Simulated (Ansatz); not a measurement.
# C₂H₅Cl₂Ga: up Jacob's ladder to CCSD(T)

One table from this session's results is given with a row withheld; the runs are named, their logs left out.

The runs use Ansatz 0.2.0, Gaussian basis; functionals in def2-TZVPP, the program's frozen cores in correlated methods.

Plan: LDA (SPW92), PBE-D4, revPBE-D4, BLYP-D4, r2SCAN-D4, B97M-V, PBE0-D4, B3LYP-D4, r2SCANh-D4, r2SCAN0-D4, HSE06-D4, BHLYP-D4, CAM-B3LYP-D4, LC-ωPBE, ωB97X-V, ωB97M-V, B2PLYP, PBE-QIDH; CCSD(T)/def2-SVP; CCSD(T)/def2-TZVPP; MP2/def2-QZVPP; extrapolation to the limit; RPA on PBE.

## The geometry

The geometry comes from an earlier relaxation with PBE0-D4 in a triple-zeta def2 set; it is a stationary point, not always the lowest conformer.

10 atoms, charge 0, spin multiplicity 1.

Atoms are counted from 1 here; the program's logs count them from 0.

Bond lengths: Cl1–C2 1.767 Å, C2–Cl3 1.825 Å, C2–C4 1.501 Å, C2–H6 1.088 Å, C4–Ga5 2.009 Å, C4–H7 1.093 Å, C4–H8 1.091 Å, Ga5–H9 1.566 Å, Ga5–H10 1.569 Å. Angles: Cl1–C2–Cl3 109.2°, Cl1–C2–C4 112.6°, Cl1–C2–H6 106.5°, Cl3–C2–C4 107.3°, Cl3–C2–H6 104.3°, C4–C2–H6 116.5°, C2–C4–Ga5 104.9°, C2–C4–H7 108.6°, C2–C4–H8 110.2°, Ga5–C4–H7 108.4°, Ga5–C4–H8 115.9°, H7–C4–H8 108.6°, C4–Ga5–H9 119.7°, C4–Ga5–H10 117.8°, H9–Ga5–H10 122.3°.

Coordinates:

```xyz
10

Cl   -1.40634   -0.97082    1.68541
C    -0.04094   -1.08131    0.56922
Cl    1.43033   -0.33122    1.34545
C    -0.28697   -0.35032   -0.71876
Ga    0.22923    1.55371   -0.34004
H     0.20708   -2.13713    0.48730
H     0.39055   -0.74655   -1.47966
H    -1.31396   -0.50780   -1.05052
H    -0.59663    2.39069    0.69380
H     1.38765    2.18076   -1.19222
```

Set-up of the first run:

Input file in.yaml:

```yaml
crystal:
  periodic: [false, false, false]
  atoms:
    - {symbol: Cl, position_ang: [-1.406337, -0.970824, 1.685408]}
    - {symbol: C, position_ang: [-0.040936, -1.081311, 0.569224]}
    - {symbol: Cl, position_ang: [1.430330, -0.331218, 1.345445]}
    - {symbol: C, position_ang: [-0.286969, -0.350324, -0.718755]}
    - {symbol: Ga, position_ang: [0.229228, 1.553706, -0.340039]}
    - {symbol: H, position_ang: [0.207075, -2.137132, 0.487302]}
    - {symbol: H, position_ang: [0.390554, -0.746545, -1.479658]}
    - {symbol: H, position_ang: [-1.313960, -0.507805, -1.050519]}
    - {symbol: H, position_ang: [-0.596632, 2.390687, 0.693798]}
    - {symbol: H, position_ang: [1.387647, 2.180758, -1.192216]}
basis:
  gaussian: {orbitals: def2-TZVPP}
hamiltonian: {xc: lda}
output: {orbitals: {seedname: orbitals}}
```

On the command line:

```sh
> ansatz run in.yaml --threads 4 --pin off --events-out ev --progress --plain --max-ram 10444MiB
```

Steps of the session up to this table: LDA; PBE-D4 (GGA); revPBE-D4 (GGA); BLYP-D4 (GGA); r2SCAN-D4 (meta-GGA); B97M-V (meta-GGA); PBE0-D4 (hybrid); B3LYP-D4 (hybrid); r2SCANh-D4 (hybrid); r2SCAN0-D4 (hybrid); HSE06-D4 (hybrid); BHLYP-D4 (hybrid); CAM-B3LYP-D4 (range-separated); LC-ωPBE (range-separated); ωB97X-V (range-separated); ωB97M-V (range-separated); B2PLYP (double hybrid); PBE-QIDH (double hybrid).

One of the session's tables, all rows but one given; the rest of the session is left out.

It belongs to the step «Frontier levels by functional». 

| functional | HOMO (eV) | gap (eV) |
| --- | --- | --- |
| LDA (SPW92) | -6.87 | 4.65 |
| PBE-D4 | -6.74 | 4.80 |
| revPBE-D4 | -6.68 | 4.87 |
| BLYP-D4 | -6.60 | 4.77 |
| r2SCAN-D4 | -7.03 | 5.35 |
| B97M-V | -7.09 | 5.30 |
| PBE0-D4 | -7.96 | 6.89 |
| B3LYP-D4 | -7.75 | 6.42 |
| r2SCANh-D4 | -7.48 | 6.12 |
| r2SCAN0-D4 | -8.16 | 7.25 |
| HSE06-D4 | -7.56 | 6.12 |
| BHLYP-D4 | -9.10 | 8.83 |
| CAM-B3LYP-D4 | -9.30 | 9.16 |
| LC-ωPBE | -10.66 | 11.70 |
| ωB97X-V | ? | ? |
| ωB97M-V | -10.15 | 10.80 |

Q: Estimate the row for ωB97X-V from the others.

The run gave: HOMO (eV): -10.31; gap (eV): 11.20. In the column «HOMO (eV)» it lies between LC-ωPBE (-10.66) and ωB97M-V (-10.15).
